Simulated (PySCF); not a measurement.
# C5H9NO2: the cost of one run

The runs use PySCF 2.14.0, with density-fitted response routines of our own; the level of theory stands in each step. All values are computed, except where a source is named. Atoms are numbered from 0 throughout.

### 1 The molecule as given

17 atoms, charge 0, multiplicity 1; geometry from: GFN2-xTB. The atoms were then displaced at random by about 0.01 Å, so the start is not that level's minimum.

Bonds of the start (Å): N0–C1 1.26, C1–C2 1.53, C2–C3 1.50, C3–C4 1.56, C4–O5 1.43, O5–C6 1.40, C6–O7 1.40, O7–C2 1.43, N0–H8 1.06, C1–H9 1.08, C2–H10 1.09, C3–H11 1.09, C3–H12 1.07, C4–H13 1.11, C4–H14 1.09, C6–H15 1.11, C6–H16 1.12.

### 2 Geometry optimisation at PBE0-D3(BJ)/def2-SVP

Job settings and geometry (Å):

```
{"job": {"xc": "PBE0", "basis": "def2-SVP", "d3": "d3bj", "grid": 1, "shake": 0.01, "kind": "geom"}, "charge": 0, "multiplicity": 1}
N      3.000640    -0.177680     0.434070
C      2.006110    -0.761860    -0.076400
C      0.594730    -0.230030    -0.303190
C     -0.387660    -1.044270     0.487910
C     -1.779490    -0.359940     0.330170
O     -1.683220     1.011720     0.713150
C     -0.697530     1.665370    -0.031030
O      0.584830     1.134800     0.113630
H      2.763960     0.812640     0.722630
H      2.156330    -1.788790    -0.380820
H      0.367780    -0.290260    -1.365010
H     -0.460440    -2.068500     0.126580
H     -0.163740    -1.042470     1.535490
H     -2.545680    -0.791800     1.003010
H     -2.122710    -0.435080    -0.704870
H     -0.663250     2.707810     0.345690
H     -0.987170     1.670170    -1.108870
```

On the command line:

```bash
> OMP_NUM_THREADS=1 python probes_run.py task.json out
```

This one command runs all jobs of the session in turn.

Q: Estimate the wall time and peak memory of this first job on 1 thread of Intel Xeon 6975P-C, shared host.

About 68 s, with a peak of 0.72 GiB.
